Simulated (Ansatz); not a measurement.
# CH5BIIn: the cost of one run

The runs use Ansatz 0.2.0, Gaussian basis; the settings change from run to run.

**1. The geometry**

The geometry comes from an earlier relaxation with PBE0-D4 in a triple-zeta def2 set; it is a stationary point, not always the lowest conformer. In, I take a core potential in def2 sets; no spin-orbit term is included.

9 atoms, charge 0, spin multiplicity 1.

Atoms are counted from 1 here; the program's logs count them from 0.

Bond lengths: B1–C2 1.550 Å, B1–H5 1.199 Å, B1–H6 1.197 Å, C2–In3 2.172 Å, C2–I4 2.222 Å, C2–H7 1.089 Å, In3–H8 1.719 Å, In3–H9 1.715 Å. Angles: C2–B1–H5 120.1°, C2–B1–H6 119.6°, H5–B1–H6 120.2°, B1–C2–In3 123.5°, B1–C2–I4 81.3°, B1–C2–H7 117.8°, In3–C2–I4 96.2°, In3–C2–H7 117.8°, I4–C2–H7 102.5°, C2–In3–H8 117.4°, C2–In3–H9 115.7°, H8–In3–H9 126.8°.

**2. wB97X/def2-TZVPP**

Options: unrestricted orbitals.

Input file in.yaml:

```yaml
crystal:
  periodic: [false, false, false]
  atoms:
    - {symbol: B, position_ang: [-0.227454, 1.399599, -0.662122]}
    - {symbol: C, position_ang: [0.448714, 0.011760, -0.520568]}
    - {symbol: In, position_ang: [0.396332, -1.167926, 1.302077]}
    - {symbol: I, position_ang: [-1.525720, -0.653949, -1.292253]}
    - {symbol: H, position_ang: [-0.054181, 2.054395, -1.651055]}
    - {symbol: H, position_ang: [-0.864003, 1.843087, 0.249992]}
    - {symbol: H, position_ang: [1.129506, -0.304369, -1.310078]}
    - {symbol: H, position_ang: [1.178041, -2.698888, 1.276666]}
    - {symbol: H, position_ang: [-0.481236, -0.483700, 2.607351]}
basis:
  gaussian: {orbitals: def2-TZVPP}
magnetization: {spin_polarized: true, initial_magnetization: 0}
hamiltonian: {xc: {name: wB97X}}
```

Command:

```console
ansatz run in.yaml --threads 4 --pin off --events-out ev --progress --plain --max-ram 10444MiB
```

**Question.** How long does this run take on 4 threads of AMD EPYC 7B13, shared host, and how much memory does it need?

About 13 s, with a peak of 1.2 GiB.
